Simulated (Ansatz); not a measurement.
**GeSeO2F2 (SMILES [F][Ge][F].O=[Se]=O): a chain of runs**

We compute a series of 25 runs (RPBE-D4/def2-TZVP, HF/def2-TZVP, RPBE-D3(BJ)-ATM/def2-TZVP, revPBE/def2-TZVP, revPBE0/def2-TZVP) of F2GeO2Se and its partners. 

The results are computed with Ansatz 0.2.0.

**1. The molecule**

GeSeO2F2: 6 atoms, total charge 0, spin state singlet. SMILES: `[F][Ge][F].O=[Se]=O`.

Bond lengths: F1–Ge2 1.745 Å, Ge2–F3 1.745 Å, O4–Se5 1.567 Å, Se5–O6 1.568 Å. Angles: F1–Ge2–F3 97.2°, O4–Se5–O6 109.3°.

**2. A single-point energy at RPBE-D4/def2-TZVP (run 1)**

The input, in.yaml:

```yaml
crystal:
  periodic: [false, false, false]
  atoms:
    - symbol: F
      position_ang: [-0.672300, -1.080170, -0.493100]
    - symbol: Ge
      position_ang: [0.641100, -0.273570, 0.324600]
    - symbol: F
      position_ang: [0.031200, 1.353730, 0.168500]
    - symbol: O
      position_ang: [-1.969680, -1.378730, -2.822760]
    - symbol: Se
      position_ang: [-1.839070, -2.933180, -2.975680]
    - symbol: O
      position_ang: [-2.477330, -3.376470, -4.337150]
basis:
  gaussian: {orbitals: def2-TZVP}
hamiltonian: {xc: {name: RPBE}, dispersion: d4}
```

The run is started by

```sh
$ ansatz run in.yaml --threads 1 --pin off --max-ram 2610MiB --events-out events.jsonl --progress --plain --runs-dir runs
```

Log:

```text
Warning: RAYON_NUM_THREADS=1 ignored (pool sized by the plan → 1); use --threads N
Functional definition: RPBE
  name "RPBE"
  parameter kappa = 0.804
  parameter beta = 0.06672455060314922
  exchange = rpbe_x(kappa = kappa, mu = beta*pi^2/3)
  correlation = pbe_c(beta = beta)
1359 factors; their error is unknown
mean field evaluation 1: about -131373.0546 eV, gradient 1.1e2 eV
mean field evaluation 2: about -131180.8076 eV, gradient 2.9e2 eV
mean field evaluation 4: about -131346.7573 eV, gradient 9.0e1 eV
mean field evaluation 8: about -131392.9253 eV, gradient 1.7e-1 eV
mean field -131392.92535166 eV, -4828.6009453498 hartree, gradient 6.8e-5 eV, S^2 0.000000; 0 other end points of the search recorded, 0 dependent functions left out
reference -131392.92538864 eV, -4828.6009467088 hartree; 50, 50 occupied and 170, 170 virtual orbitals, 1359 factors
Total energy: -131393.36467916 eV, -4828.6170903377 hartree
```

It took 6.3 s on 1 thread of Intel Xeon at 2.70GHz, shared host; peak memory 0.27 GiB.

**3. GeF2: a single-point energy at RPBE-D4/def2-TZVP (run 2)**

The input, input.yaml:

```yaml
basis:
  gaussian: {orbitals: def2-TZVP}
crystal:
  periodic: [false, false, false]
  atoms:
    - symbol: F
      position_ang: [-0.672300, -1.080170, -0.493100]
    - symbol: Ge
      position_ang: [0.641100, -0.273570, 0.324600]
    - symbol: F
      position_ang: [0.031200, 1.353730, 0.168500]
hamiltonian: {xc: {name: RPBE}, dispersion: d4}
```

The run is started by

```sh
$ ansatz run input.yaml --threads 1 --pin off --max-ram 2610MiB --events-out events.jsonl --progress --plain --runs-dir runs
```

Log:

```text
Warning: RAYON_NUM_THREADS=1 ignored (pool sized by the plan → 1); use --threads N
[... 6 set-up lines as earlier in the session ...]
670 factors; their error is unknown
mean field evaluation 1: about -61948.4605 eV, gradient 5.8e1 eV
mean field evaluation 2: about -61901.8124 eV, gradient 1.8e2 eV
mean field evaluation 4: about -61953.1423 eV, gradient 5.4e0 eV
mean field evaluation 8: about -61953.1689 eV, gradient 1.4e-1 eV
mean field -61953.16891021 eV, -2276.7369640840 hartree, gradient 7.5e-5 eV, S^2 0.000000; 0 other end points of the search recorded, 0 dependent functions left out
reference -61953.16893119 eV, -2276.7369648551 hartree; 25, 25 occupied and 85, 85 virtual orbitals, 670 factors
Total energy: -61953.31864988 eV, -2276.7424669154 hartree
```

Wall time 1.5 s (1 thread of Intel Xeon at 2.70GHz, shared host); peak memory 0.12 GiB.

Runs 3 to 10 aren't shown in full; the table further down has their settings and results.

**4. The energy at RPBE-D3(BJ)-ATM/def2-TZVP (run 11)**

Edit in.yaml of step 2 so:

```diff
@@ -16,3 +16,6 @@
 basis:
-  gaussian: {orbitals: def2-TZVP}
-hamiltonian: {xc: {name: RPBE}, dispersion: d4}
+  gaussian:
+    orbitals: def2-TZVP
+hamiltonian:
+  xc: {name: RPBE}
+  dispersion: d3bjatm
```

The run is started by

```sh
$ ansatz run in.yaml --threads 1 --pin off --max-ram 2610MiB --events-out events.jsonl --progress --plain --runs-dir runs
```

Log:

```text
Warning: RAYON_NUM_THREADS=1 ignored (pool sized by the plan → 1); use --threads N
[... 6 set-up lines as earlier in the session ...]
1359 factors; their error is unknown
mean field evaluation 1: about -131373.0546 eV, gradient 1.1e2 eV
mean field evaluation 2: about -131180.8076 eV, gradient 2.9e2 eV
mean field evaluation 4: about -131346.7573 eV, gradient 9.0e1 eV
mean field evaluation 8: about -131392.9253 eV, gradient 1.7e-1 eV
mean field -131392.92535166 eV, -4828.6009453498 hartree, gradient 6.8e-5 eV, S^2 0.000000; 0 other end points of the search recorded, 0 dependent functions left out
reference -131392.92538864 eV, -4828.6009467088 hartree; 50, 50 occupied and 170, 170 virtual orbitals, 1359 factors
Total energy: -131393.57528128 eV, -4828.6248298230 hartree
```

Wall time 9.9 s (1 thread of Intel Xeon at 2.70GHz, shared host); peak memory 0.27 GiB.

Runs 12 to 24 aren't shown in full; the table further down has their settings and results.

**5. SeO2 among ghost functions: a single-point energy at revPBE0/def2-TZVP (with ghost functions) (run 25)**

The input, job.yaml:

```yaml
crystal:
  periodic: [false, false, false]
  atoms:
    - {symbol: O, position_ang: [-1.969680, -1.378730, -2.822760]}
    - {symbol: Se, position_ang: [-1.839070, -2.933180, -2.975680]}
    - {symbol: O, position_ang: [-2.477330, -3.376470, -4.337150]}
basis:
  gaussian:
    orbitals: def2-TZVP
    ghost_atoms: [{symbol: F, position_ang: [-0.672300, -1.080170, -0.493100]}, {symbol: Ge, position_ang: [0.641100, -0.273570, 0.324600]}, {symbol: F, position_ang: [0.031200, 1.353730, 0.168500]}]
magnetization: {spin_polarized: false, initial_magnetization: 0}
hamiltonian: {xc: {name: revPBE0}}
```

The run is started by

```sh
$ ansatz run job.yaml --threads 1 --pin off --max-ram 2610MiB --events-out events.jsonl --progress --plain --runs-dir runs
```

Log:

```text
Warning: RAYON_NUM_THREADS=1 ignored (pool sized by the plan → 1); use --threads N
Functional definition: revPBE0
  name "revPBE0"
  parameter a = 0.25
  parameter kappa = 1.245
[... 1 set-up line as earlier in the session ...]
  exchange = (1 - a)*pbe_x(kappa = kappa, mu = beta*pi^2/3) + a*exact_x
[... 1 set-up line as earlier in the session ...]
1370 factors; their error is unknown
mean field evaluation 1: about -69425.6390 eV, gradient 7.9e1 eV
mean field evaluation 2: about -69384.1077 eV, gradient 1.7e2 eV
mean field evaluation 4: about -69436.3231 eV, gradient 3.1e0 eV
mean field evaluation 8: about -69436.3393 eV, gradient 1.6e-2 eV
mean field evaluation 16: about -69436.7583 eV, gradient 6.9e-5 eV
mean field -69436.75834013 eV, -2551.7538030744 hartree, gradient 6.9e-5 eV, S^2 0.000000; 0 other end points of the search recorded, 0 dependent functions left out
reference -69436.75836801 eV, -2551.7538040992 hartree; 25, 25 occupied and 195, 195 virtual orbitals, 1370 factors
Total energy: -69436.75836801 eV, -2551.7538040992 hartree
```

Run time: 6 s. Hardware: 1 thread of Intel Xeon at 2.70GHz, shared host; peak memory 0.39 GiB.

**6. Overview of the runs**

```csv
run,level,fragment atoms,contact,partner,energy (Eh),wall time
1,RPBE-D4/def2-TZVP,–,–,base,-4828.617090,6.3 s
2,RPBE-D4/def2-TZVP,"(1, 2, 3)",base,fragment,-2276.742467,1.5 s
3,RPBE-D4/def2-TZVP (with ghost functions),"(1, 2, 3)",base,fragment with ghosts,-2276.743081,6.3 s
4,RPBE-D4/def2-TZVP,"(4, 5, 6)",base,fragment,-2551.875028,1.3 s
5,RPBE-D4/def2-TZVP (with ghost functions),"(4, 5, 6)",base,fragment with ghosts,-2551.875386,4.2 s
6,HF/def2-TZVP,–,–,base,-4823.944012,7.8 s
7,HF/def2-TZVP,"(1, 2, 3)",base,fragment,-2274.415345,1.7 s
8,HF/def2-TZVP (with ghost functions),"(1, 2, 3)",base,fragment with ghosts,-2274.415586,3.9 s
9,HF/def2-TZVP,"(4, 5, 6)",base,fragment,-2549.532879,1.4 s
10,HF/def2-TZVP (with ghost functions),"(4, 5, 6)",base,fragment with ghosts,-2549.533092,11 s
11,RPBE-D3(BJ)-ATM/def2-TZVP,–,–,base,-4828.624830,9.9 s
12,RPBE-D3(BJ)-ATM/def2-TZVP,"(1, 2, 3)",base,fragment,-2276.745939,1.6 s
13,RPBE-D3(BJ)-ATM/def2-TZVP (with ghost functions),"(1, 2, 3)",base,fragment with ghosts,-2276.746553,3.9 s
14,RPBE-D3(BJ)-ATM/def2-TZVP,"(4, 5, 6)",base,fragment,-2551.880062,1.6 s
15,RPBE-D3(BJ)-ATM/def2-TZVP (with ghost functions),"(4, 5, 6)",base,fragment with ghosts,-2551.880420,5.4 s
16,revPBE/def2-TZVP,–,–,base,-4828.400823,5.4 s
17,revPBE/def2-TZVP,"(1, 2, 3)",base,fragment,-2276.635854,1.1 s
18,revPBE/def2-TZVP (with ghost functions),"(1, 2, 3)",base,fragment with ghosts,-2276.636430,3.9 s
19,revPBE/def2-TZVP,"(4, 5, 6)",base,fragment,-2551.769102,1.2 s
20,revPBE/def2-TZVP (with ghost functions),"(4, 5, 6)",base,fragment with ghosts,-2551.769445,3.9 s
21,revPBE0/def2-TZVP,–,–,base,-4828.360988,11 s
22,revPBE0/def2-TZVP,"(1, 2, 3)",base,fragment,-2276.611316,2.6 s
23,revPBE0/def2-TZVP (with ghost functions),"(1, 2, 3)",base,fragment with ghosts,-2276.611743,5.4 s
24,revPBE0/def2-TZVP,"(4, 5, 6)",base,fragment,-2551.753526,2.2 s
25,revPBE0/def2-TZVP (with ghost functions),"(4, 5, 6)",base,fragment with ghosts,-2551.753804,6 s
```

**7. Results**

| quantity | value |
| --- | --- |
| SeO2 among ghost functions, run 25: total energy | -2551.75380 Eh |
| interaction energy of the rigid parts GeF2 and SeO2 (parts in their own basis; closest atoms 2.68 Å apart), RPBE-D4/def2-TZVP | 0.011 eV |
| interaction energy of the rigid parts GeF2 and SeO2 (parts in the whole basis, counterpoise; closest atoms 2.68 Å apart), HF/def2-TZVP | 0.127 eV |
| interaction energy of the rigid parts GeF2 and SeO2 (parts in their own basis; closest atoms 2.68 Å apart), HF/def2-TZVP | 0.115 eV |
| interaction energy of the rigid parts GeF2 and SeO2 (parts in their own basis; closest atoms 2.68 Å apart), RPBE-D3(BJ)-ATM/def2-TZVP | 0.032 eV |
| interaction energy of the rigid parts GeF2 and SeO2 (parts in the whole basis, counterpoise; closest atoms 2.68 Å apart), RPBE-D3(BJ)-ATM/def2-TZVP | 0.058 eV |
| interaction energy of the rigid parts GeF2 and SeO2 (parts in their own basis; closest atoms 2.68 Å apart), revPBE/def2-TZVP | 0.112 eV |
| interaction energy of the rigid parts GeF2 and SeO2 (parts in the whole basis, counterpoise; closest atoms 2.68 Å apart), revPBE/def2-TZVP | 0.137 eV |
| interaction energy of the rigid parts GeF2 and SeO2 (parts in their own basis; closest atoms 2.68 Å apart), revPBE0/def2-TZVP | 0.105 eV |

In words: At RPBE-D4/def2-TZVP: the interaction energy of the rigid parts GeF2 and SeO2 (parts in their own basis; closest atoms 2.68 Å apart) is 0.01 eV (1.1 kJ/mol). Without counterpoise this holds the superposition error of the basis. At HF/def2-TZVP: the interaction energy of the rigid parts GeF2 and SeO2 (parts in the whole basis, counterpoise; closest atoms 2.68 Å apart) is 0.13 eV (12.3 kJ/mol): the parts repel at this shape. The basis-set superposition error is 1.2 kJ/mol. At HF/def2-TZVP: the interaction energy of the rigid parts GeF2 and SeO2 (parts in their own basis; closest atoms 2.68 Å apart) is 0.11 eV (2.6 kcal/mol): the parts repel at this shape. At RPBE-D3(BJ)-ATM/def2-TZVP: the interaction energy of the rigid parts GeF2 and SeO2 (parts in their own basis; closest atoms 2.68 Å apart) is 0.03 eV (3.1 kJ/mol): the parts repel at this shape. At RPBE-D3(BJ)-ATM/def2-TZVP: the interaction energy of the rigid parts GeF2 and SeO2 (parts in the whole basis, counterpoise; closest atoms 2.68 Å apart) is 0.06 eV (1.3 kcal/mol): the parts repel at this shape. Totals of different functionals can't be ranked against each other. All runs together took 1.8 min, the longest 11 s.
